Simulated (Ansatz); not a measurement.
**C3H8OSn: up Jacob's ladder to CCSD(T)**

One table from this session's results is given with a row withheld; the runs are named, their logs left out.

Computed with Ansatz 0.2.0, Gaussian basis. Level: functionals in def2-TZVPP, the program's frozen cores in correlated methods.

Plan: LDA (SPW92), PBE-D4, revPBE-D4, BLYP-D4, r2SCAN-D4, B97M-V, PBE0-D4, B3LYP-D4, r2SCANh-D4, r2SCAN0-D4, HSE06-D4, BHLYP-D4, CAM-B3LYP-D4, LC-ωPBE, ωB97X-V, ωB97M-V, B2PLYP, PBE-QIDH; CCSD(T)/def2-SVP; CCSD(T)/def2-TZVPP; MP2/def2-QZVPP; extrapolation to the limit; RPA on PBE.

## Structure used throughout

The geometry comes from an earlier relaxation with PBE0-D4 in a triple-zeta def2 set; it is a stationary point, not always the lowest conformer. Sn takes the def2 core potential; no spin-orbit term is included.

SMILES `C[CH](C)[Sn][OH]`, 13 atoms, charge 0, spin multiplicity 1.

Atoms are counted from 1 here; the program's logs count them from 0.

Bond lengths: C1–C2 1.522 Å, C1–H6 1.098 Å, C1–H7 1.095 Å, C1–H8 1.096 Å, C2–C3 1.522 Å, C2–Sn4 2.223 Å, C2–H9 1.096 Å, C3–H10 1.095 Å, C3–H11 1.096 Å, C3–H12 1.098 Å, Sn4–O5 1.985 Å, O5–H13 0.961 Å. Angles: C2–C1–H6 111.4°, C2–C1–H7 112.6°, C2–C1–H8 111.8°, H6–C1–H7 107.0°, H6–C1–H8 106.6°, H7–C1–H8 107.1°, C1–C2–C3 111.7°, C1–C2–Sn4 110.5°, C1–C2–H9 108.9°, C3–C2–Sn4 110.7°, C3–C2–H9 108.9°, Sn4–C2–H9 106.0°, C2–C3–H10 112.6°, C2–C3–H11 111.8°, C2–C3–H12 111.4°, H10–C3–H11 107.1°, H10–C3–H12 107.0°, H11–C3–H12 106.6° and more.

Set-up of the first run:

in.yaml

```yaml
crystal:
  periodic: [false, false, false]
  atoms:
    - {symbol: C, position_ang: [-0.273133, 0.074021, -1.366020]}
    - {symbol: C, position_ang: [0.701275, 0.198871, -0.203646]}
    - {symbol: C, position_ang: [0.119261, 1.025573, 0.933600]}
    - {symbol: Sn, position_ang: [1.310964, -1.812482, 0.519195]}
    - {symbol: O, position_ang: [-0.509522, -2.372397, 1.079222]}
    - {symbol: H, position_ang: [-0.577426, 1.059356, -1.742200]}
    - {symbol: H, position_ang: [0.151405, -0.474254, -2.213279]}
    - {symbol: H, position_ang: [-1.191550, -0.446966, -1.073465]}
    - {symbol: H, position_ang: [1.618712, 0.681873, -0.560198]}
    - {symbol: H, position_ang: [0.829041, 1.169073, 1.754663]}
    - {symbol: H, position_ang: [-0.775713, 0.559158, 1.360274]}
    - {symbol: H, position_ang: [-0.180927, 2.024374, 0.591036]}
    - {symbol: H, position_ang: [-1.201890, -1.720901, 0.935719]}
basis:
  gaussian: {orbitals: def2-TZVPP}
hamiltonian: {xc: lda}
output: {orbitals: {seedname: orbitals}}
```

The run is started by

```bash
$ ansatz run in.yaml --threads 8 --pin off --events-out ev --progress --plain --max-ram 18278MiB
```

Steps of the session up to this table: LDA; PBE-D4 (GGA); revPBE-D4 (GGA); BLYP-D4 (GGA); r2SCAN-D4 (meta-GGA); B97M-V (meta-GGA); PBE0-D4 (hybrid); B3LYP-D4 (hybrid); r2SCANh-D4 (hybrid); r2SCAN0-D4 (hybrid); HSE06-D4 (hybrid); BHLYP-D4 (hybrid); CAM-B3LYP-D4 (range-separated); LC-ωPBE (range-separated); ωB97X-V (range-separated); ωB97M-V (range-separated); B2PLYP (double hybrid); PBE-QIDH (double hybrid).

One table of the session follows, with a row left open; its other results are not shown here.

It belongs to the step «Orbital energies across the functionals». 

```
  functional  HOMO (eV)  LUMO (eV)  gap (eV)
 LDA (SPW92)      -5.19      -3.12      2.07
      PBE-D4      -5.04      -2.86      2.18
   revPBE-D4      -4.98      -2.74      2.24
     BLYP-D4      -4.92      -2.81      2.12
   r2SCAN-D4      -5.24      -2.77      2.47
      B97M-V      -5.22      -2.85      2.37
     PBE0-D4      -6.04      -2.15      3.89
    B3LYP-D4      -5.88      -2.41      3.48
  r2SCANh-D4      -5.62      -2.50      3.11
  r2SCAN0-D4      -6.18      -2.11      4.07
    HSE06-D4      -5.65      -2.51      3.14
    BHLYP-D4      -6.95      -1.45      5.50
CAM-B3LYP-D4      -7.27      -1.25      6.02
     LC-ωPBE      -8.46      -0.12      8.34
     ωB97X-V          ?          ?         ?
     ωB97M-V      -8.09      -0.43      7.66
```

Estimate the missing values for ωB97X-V.

The run gave: HOMO (eV): -8.17; LUMO (eV): -0.26; gap (eV): 7.91. In the column «HOMO (eV)» it lies between LC-ωPBE (-8.46) and ωB97M-V (-8.09).
